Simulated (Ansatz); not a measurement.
# Yttrium, fcc under r²SCAN: structure, energy and stiffness

What does r²SCAN give for yttrium in the fcc structure? We relax it, solve it on a dense k-mesh, then scale the cell to 7 volumes from 88 to 112 % of the relaxed one and try a fit of the equation of state. The start is ferromagnetic. The k-meshes are 11×11×11 for the relaxation; 17×17×17 for the dense run; 12×12×12 for the volumes.

This is Y in the fcc structure; at room conditions it is hcp.

Computed with Ansatz 0.2.0 (DFT r2SCAN, plane waves (500 eV) with PAW, scalar-relativistic; the PAW data stem from PBE, with regenerated cores, unless a step says otherwise).

**1. Starting point**

It takes space group Fm-3m (No. 225, cubic). Conventional cell: a = 5.092 Å, b = 5.092 Å, c = 5.092 Å, α = 90.00°, β = 90.00°, γ = 90.00°. Around Y (site symmetry m-3m) lie 12 Y at 3.60 Å.

As a file:

```xyz
1
Lattice="0.0000 2.5461 2.5461 2.5461 0.0000 2.5461 2.5461 2.5461 0.0000" Properties=species:S:1:pos:R:3 pbc="T T T"
Y     0.0000    0.0000    0.0000
```

The atoms start with moments of +1 μB.

**2. Relaxing cell and atoms**

Input file input.yaml:

```yaml
crystal:
  lattice:
    - [0.0, 2.5461215815, 2.5461215815]
    - [2.5461215815, 0.0, 2.5461215815]
    - [2.5461215815, 2.5461215815, 0.0]
  atoms:
    - { symbol: "Y", position: [0.0, 0.0, 0.0], spin: 1.0 }
hamiltonian:
  xc: r2scan
  pseudopotentials:
    kind: paw
    azcp:
      "Y": "pseudopotentials/Y.paw.azcp"
basis:
  ecutwfc: 500
  fft_grid_basis: typed
kpoints:
  mp_grid: { grid: [11, 11, 11], shift: [0, 0, 0] }
magnetization:
  spin_polarized: true
scf:
  occupations: { method: fermi_dirac, width: 0.05 }
relax:
  max_steps: 60
  f_tol: 0.01
  cell: {}
```

The run is started by

```bash
> ansatz run input.yaml --threads 2 --pin off --max-ram 6144MiB --backend cpu --events-out ev --progress --plain --runs-dir out
```

After this run come: Dense single point; The cell scaled to 88 % of its volume; The cell scaled to 92 % of its volume; The cell scaled to 96 % of its volume; The cell scaled to 100 % of its volume; The cell scaled to 104 % of its volume; The cell scaled to 108 % of its volume; The cell scaled to 112 % of its volume.

What does the calculation give? Wanted: space group; conventional cell; volume; shortest distance; gap on the mesh; magnetic state.

The runs gave:

| quantity | value |
| --- | --- |
| space group (spins left aside) | Fm-3m (No. 225) |
| conventional cell | a = 5.101 Å |
| volume | 33.179 Å³/atom |
| shortest distance | 3.607 Å |
| gap on the mesh | none (levels filled in part) |
| magnetic state | non-magnetic |

**Reading.** The relaxation enlarged the cell by 0.5 % in volume. The moments die out: the run ends non-magnetic. No gap shows: it is a metal or semimetal at this level. The symmetry was held, so the structure may be unstable against distortions that break it.
